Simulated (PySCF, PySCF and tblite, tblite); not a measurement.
# C₈H₉B: a path driven as a shift of bonds, and NMR exchange

An exercise on one series of results from a longer session: the logs are not shown, and one member is left open.

Computed with tblite 0.8.0 (tight binding) and PySCF 2.14.0 (DFT, with response routines of our own); each step states its level. Atoms count from 0 throughout.

### The molecule as given

18 atoms, charge 0, multiplicity 1; geometry from: force field or distance geometry start.

Bonds of the start (Å): B0–C1 1.56, B0–H10 1.19, B0–H9 1.18, C1–C2 1.34, C1–C7 1.47, C2–C3 1.48, C2–H11 1.09, C3–C4 1.47, C3–C8 1.48, C3–H12 1.10, C4–C5 1.32, C4–H13 1.10, C5–C6 1.46, C5–H14 1.10, C6–C7 1.47, C6–C8 1.49, C6–H15 1.14, C7–C8 1.51, C7–H16 1.12, C8–H17 1.10.

The first run:

The job: settings as JSON, then the geometry in Å.

```
{"job": {"xc": "GFN2-xTB", "basis": "xTB", "kind": "relax"}, "charge": 0, "multiplicity": 1}
B     -1.124300     0.965700    -3.138700
C     -0.163900     0.114400    -2.246100
C      0.939500    -0.455800    -2.745300
C      1.658600    -1.191700    -1.684100
C      2.622500    -0.257000    -1.093200
C      2.117400     0.370300    -0.042900
C      0.751100    -0.094800     0.202200
C     -0.314400    -0.157100    -0.804200
C      0.626600    -1.327200    -0.625400
H     -2.001200     0.498800    -3.779800
H     -1.186000     2.148500    -3.009700
H      1.251000    -0.390500    -3.786700
H      2.073100    -2.148800    -2.031000
H      3.629000    -0.090400    -1.497800
H      2.690900     1.120200     0.522700
H      0.441900    -0.185500     1.290500
H     -1.342200    -0.267800    -0.380800
H      0.290700    -2.291100    -0.218200
```

Run with:

```bash
$ OMP_NUM_THREADS=1 python ens_run.py task.json out
```

This one command runs the whole study; its stages follow in the order run.

Steps of the session up to this table: GFN2-xTB relaxation, start minimum; Relaxed scan, to the middle; Relaxed scan, from the middle, back; Relaxed scan, from the middle, on; Nudged elastic band, leg 1; Saddle search, leg 1; DFT refinement, start: PBE0-D3(BJ)/def2-SVP; Shieldings, start: BP86/pcSseg-1; Shieldings, saddle of leg 1: BP86/pcSseg-1; The path in numbers; Shieldings, start: PBE0/pcseg-1; Single-point energy, saddle of leg 1: PBE0/pcseg-1; Second level: PBE0/pcseg-1 + D3(BJ).

One of the session's tables, all rows but one given; the rest of the session is left out.

Barriers by level (kcal/mol; entropies in cal/(mol K)). Zero-point and thermal terms come from xTB in every row. ΔG‡ leaves symmetry out; the rate counts one path; effective ΔG‡, where given, is the barrier that would give that rate by Eyring's equation alone:

```
                 level   ΔE‡  with zero-point   ΔH‡  ΔG‡ (298 K)  k at 298 K (1/s)
              GFN2-xTB  2.78             2.02  1.71         2.33           1.2e+11
  PBE0-D3(BJ)/def2-SVP  7.68             6.93  6.62         7.24           3.1e+07
BP86/pcSseg-1 + D3(BJ)     ?                ?     ?            ?                 ?
 PBE0/pcseg-1 + D3(BJ)  7.97             7.21  6.90         7.52           1.9e+07
```

Q: Estimate the row for BP86/pcSseg-1 + D3(BJ) from the others.

As computed: ΔE‡: 5.52; with zero-point: 4.76; ΔH‡: 4.45; ΔG‡ (298 K): 5.07; k at 298 K (1/s): 1.2e+09. In the column «ΔE‡» it lies between GFN2-xTB (2.78) and PBE0-D3(BJ)/def2-SVP (7.68).
